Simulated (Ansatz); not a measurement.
# CH₄AlClFN: one species, many methods

The task here is to estimate one member of a computed series from the others.

Method: functionals in def2-TZVPP, the program's frozen cores in correlated methods; program: Ansatz 0.2.0, Gaussian basis.

Plan: LDA (SPW92), PBE-D4, revPBE-D4, BLYP-D4, r2SCAN-D4, B97M-V, PBE0-D4, B3LYP-D4, r2SCANh-D4, r2SCAN0-D4, HSE06-D4, BHLYP-D4, CAM-B3LYP-D4, LC-ωPBE, ωB97X-V, ωB97M-V, B2PLYP, PBE-QIDH; CCSD(T)/def2-SVP; CCSD(T)/def2-TZVPP; MP2/def2-QZVPP; extrapolation to the limit; RPA on PBE.

### Structure used throughout

An earlier PBE0-D4 in a triple-zeta def2 set relaxation fixed the geometry.

SMILES `C[NH][Al]([F])[Cl]`, 9 atoms, charge 0, spin multiplicity 1.

Atoms are counted from 1 here; the program's logs count them from 0.

Bond lengths: C1–N2 1.450 Å, C1–H6 1.096 Å, C1–H7 1.092 Å, C1–H8 1.096 Å, N2–Al3 1.748 Å, N2–H9 1.009 Å, Al3–F4 1.642 Å, Al3–Cl5 2.081 Å. Angles: N2–C1–H6 112.0°, N2–C1–H7 109.9°, N2–C1–H8 112.0°, H6–C1–H7 107.3°, H6–C1–H8 107.9°, H7–C1–H8 107.3°, C1–N2–Al3 128.2°, C1–N2–H9 112.6°, Al3–N2–H9 119.2°, N2–Al3–F4 119.7°, N2–Al3–Cl5 121.0°, F4–Al3–Cl5 119.3°.

Set-up of the first run:

File in.yaml:

```yaml
crystal:
  periodic: [false, false, false]
  atoms:
    - {symbol: C, position_ang: [-1.168344, -0.494215, -0.390395]}
    - {symbol: N, position_ang: [0.174829, 0.037961, -0.516391]}
    - {symbol: Al, position_ang: [1.265433, 0.531367, 0.756792]}
    - {symbol: F, position_ang: [0.791570, 0.411982, 2.324680]}
    - {symbol: Cl, position_ang: [3.160441, 1.270238, 0.318750]}
    - {symbol: H, position_ang: [-1.253041, -1.500565, -0.814955]}
    - {symbol: H, position_ang: [-1.444846, -0.561634, 0.663529]}
    - {symbol: H, position_ang: [-1.911037, 0.143337, -0.882483]}
    - {symbol: H, position_ang: [0.473494, 0.115230, -1.476627]}
basis:
  gaussian: {orbitals: def2-TZVPP}
hamiltonian: {xc: lda}
output: {orbitals: {seedname: orbitals}}
```

Command:

```console
$ ansatz run in.yaml --threads 4 --pin off --events-out ev --progress --plain --max-ram 10444MiB
```

Among the steps run: LDA; PBE-D4 (GGA); revPBE-D4 (GGA); BLYP-D4 (GGA); r2SCAN-D4 (meta-GGA); B97M-V (meta-GGA); B3LYP-D4 (hybrid); r2SCANh-D4 (hybrid); r2SCAN0-D4 (hybrid); HSE06-D4 (hybrid); BHLYP-D4 (hybrid); CAM-B3LYP-D4 (range-separated); LC-ωPBE (range-separated); ωB97X-V (range-separated); ωB97M-V (range-separated); B2PLYP (double hybrid); PBE-QIDH (double hybrid).

One table of the session follows, with a row left open; its other results are not shown here.

It belongs to the step «Orbital energies across the functionals». 

```
  functional  HOMO (eV)  gap (eV)
 LDA (SPW92)      -6.08      4.38
      PBE-D4      -5.92      4.50
   revPBE-D4      -5.86      4.58
     BLYP-D4      -5.80      4.43
   r2SCAN-D4      -6.18      5.22
      B97M-V      -6.25      5.03
     PBE0-D4      -7.27      6.71
    B3LYP-D4      -7.05      6.18
  r2SCANh-D4          ?         ?
  r2SCAN0-D4      -7.46      7.17
    HSE06-D4      -6.87      5.93
    BHLYP-D4      -8.56      8.73
CAM-B3LYP-D4      -8.69      9.01
     LC-ωPBE     -10.09     11.72
     ωB97X-V      -9.71     11.12
     ωB97M-V      -9.61     10.67
```

Estimate the missing values for r2SCANh-D4.

Worked estimate for «HOMO (eV)». Against the share of exact exchange, r2SCAN-D4 (0, -6.18), r2SCAN0-D4 (0.25, -7.46) give a slope of -5.12 per unit share; at 0.1 the line stands at -6.69.

As computed: HOMO (eV): -6.69; gap (eV): 6.00. In «HOMO (eV)» the line misses by 0.00.
